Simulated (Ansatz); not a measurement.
# C₄H₉Cl₃Sn: up Jacob's ladder to CCSD(T)

One table from this session's results is given with a row withheld; the runs are named, their logs left out.

Computed with Ansatz 0.2.0, Gaussian basis. Level: functionals in def2-TZVPP, the program's frozen cores in correlated methods.

The runs, in order: LDA (SPW92), PBE-D4, revPBE-D4, BLYP-D4, r2SCAN-D4, B97M-V, PBE0-D4, B3LYP-D4, r2SCANh-D4, r2SCAN0-D4, HSE06-D4, BHLYP-D4, CAM-B3LYP-D4, LC-ωPBE, ωB97X-V, ωB97M-V, B2PLYP, PBE-QIDH; CCSD(T)/def2-SVP; CCSD(T)/def2-TZVPP; MP2/def2-QZVPP; extrapolation to the limit; RPA on PBE.

1 further run of the same task is left out (for a known fault of the program). Runs told in other sessions of the task aren't counted.

## The geometry

The geometry comes from an earlier relaxation with PBE0-D4 in a triple-zeta def2 set; it is a stationary point, not always the lowest conformer. Sn takes the def2 core potential; no spin-orbit term is included.

SMILES `C[C](C)(C)[Sn]([Cl])([Cl])[Cl]`, 17 atoms, charge 0, spin multiplicity 1.

Atoms are counted from 1 here; the program's logs count them from 0.

Bond lengths: C1–C2 1.520 Å, C1–H9 1.097 Å, C1–H10 1.093 Å, C1–H11 1.093 Å, C2–C3 1.520 Å, C2–C4 1.520 Å, C2–Sn5 2.166 Å, C3–H12 1.093 Å, C3–H13 1.097 Å, C3–H14 1.093 Å, C4–H15 1.097 Å, C4–H16 1.093 Å, C4–H17 1.093 Å, Sn5–Cl6 2.320 Å, Sn5–Cl7 2.320 Å, Sn5–Cl8 2.320 Å. Angles: C2–C1–H9 108.9°, C2–C1–H10 112.1°, C2–C1–H11 112.1°, H9–C1–H10 107.5°, H9–C1–H11 107.5°, H10–C1–H11 108.4°, C1–C2–C3 111.6°, C1–C2–C4 111.6°, C1–C2–Sn5 107.2°, C3–C2–C4 111.6°, C3–C2–Sn5 107.2°, C4–C2–Sn5 107.2°, C2–C3–H12 112.1°, C2–C3–H13 108.9°, C2–C3–H14 112.1°, H12–C3–H13 107.5°, H12–C3–H14 108.4°, H13–C3–H14 107.5° and more.

The first run:

in.yaml reads:

```yaml
crystal:
  periodic: [false, false, false]
  atoms:
    - {symbol: C, position_ang: [1.375741, 0.835443, 0.201613]}
    - {symbol: C, position_ang: [0.161846, -0.079557, 0.209105]}
    - {symbol: C, position_ang: [0.548960, -1.525917, -0.053494]}
    - {symbol: C, position_ang: [-0.638239, 0.061839, 1.493860]}
    - {symbol: Sn, position_ang: [-1.122750, 0.546430, -1.418892]}
    - {symbol: Cl, position_ang: [-1.832207, 2.742505, -1.181605]}
    - {symbol: Cl, position_ang: [-0.058071, 0.411943, -3.475788]}
    - {symbol: Cl, position_ang: [-3.036535, -0.755467, -1.576248]}
    - {symbol: H, position_ang: [2.047259, 0.541787, 1.017590]}
    - {symbol: H, position_ang: [1.103244, 1.881660, 0.360084]}
    - {symbol: H, position_ang: [1.939945, 0.762741, -0.731289]}
    - {symbol: H, position_ang: [-0.321179, -2.186266, -0.080094]}
    - {symbol: H, position_ang: [1.201722, -1.871993, 0.757134]}
    - {symbol: H, position_ang: [1.098912, -1.640850, -0.990662]}
    - {symbol: H, position_ang: [-0.011576, -0.248515, 2.338827]}
    - {symbol: H, position_ang: [-1.529308, -0.570570, 1.495324]}
    - {symbol: H, position_ang: [-0.946864, 1.094283, 1.674733]}
basis:
  gaussian: {orbitals: def2-TZVPP}
hamiltonian: {xc: lda}
output: {orbitals: {seedname: orbitals}}
```

Started as:

```bash
> ansatz run in.yaml --threads 4 --pin off --events-out ev --progress --plain --max-ram 66560MiB --backend cuda --devices 0, --max-vram 37GiB
```

Among the steps run: LDA; PBE-D4 (GGA); revPBE-D4 (GGA); BLYP-D4 (GGA); r2SCAN-D4 (meta-GGA); B97M-V (meta-GGA); B3LYP-D4 (hybrid); r2SCANh-D4 (hybrid); r2SCAN0-D4 (hybrid); HSE06-D4 (hybrid); BHLYP-D4 (hybrid); CAM-B3LYP-D4 (range-separated); LC-ωPBE (range-separated); ωB97X-V (range-separated); ωB97M-V (range-separated); B2PLYP (double hybrid); PBE-QIDH (double hybrid).

One of the session's tables, all rows but one given; the rest of the session is left out.

It belongs to the step «Frontier levels by functional». 

```
  functional  HOMO (eV)  LUMO (eV)  gap (eV)
 LDA (SPW92)      -7.20      -3.13      4.06
      PBE-D4      -7.05      -2.84      4.21
   revPBE-D4      -6.99      -2.74      4.25
     BLYP-D4      -6.92      -2.77      4.15
   r2SCAN-D4      -7.30      -2.65      4.65
      B97M-V      -7.36      -2.57      4.79
     PBE0-D4      -8.17      -1.95      6.22
    B3LYP-D4          ?          ?         ?
  r2SCANh-D4      -7.71      -2.33      5.38
  r2SCAN0-D4      -8.33      -1.83      6.50
    HSE06-D4      -7.78      -2.32      5.47
    BHLYP-D4      -9.19      -0.95      8.24
CAM-B3LYP-D4      -9.42      -0.95      8.47
     LC-ωPBE     -10.66       0.26     10.92
     ωB97X-V     -10.35       0.15     10.50
     ωB97M-V     -10.20       0.04     10.24
```

**Question.** Estimate the row for B3LYP-D4.

Worked estimate for «HOMO (eV)». Against the share of exact exchange, BLYP-D4 (0, -6.92), BHLYP-D4 (0.5, -9.19) give a slope of -4.54 per unit share; at 0.2 the line stands at -7.83.

**Answer.** HOMO (eV): -7.98; LUMO (eV): -2.23; gap (eV): 5.75. In «HOMO (eV)» the line misses by +0.15.
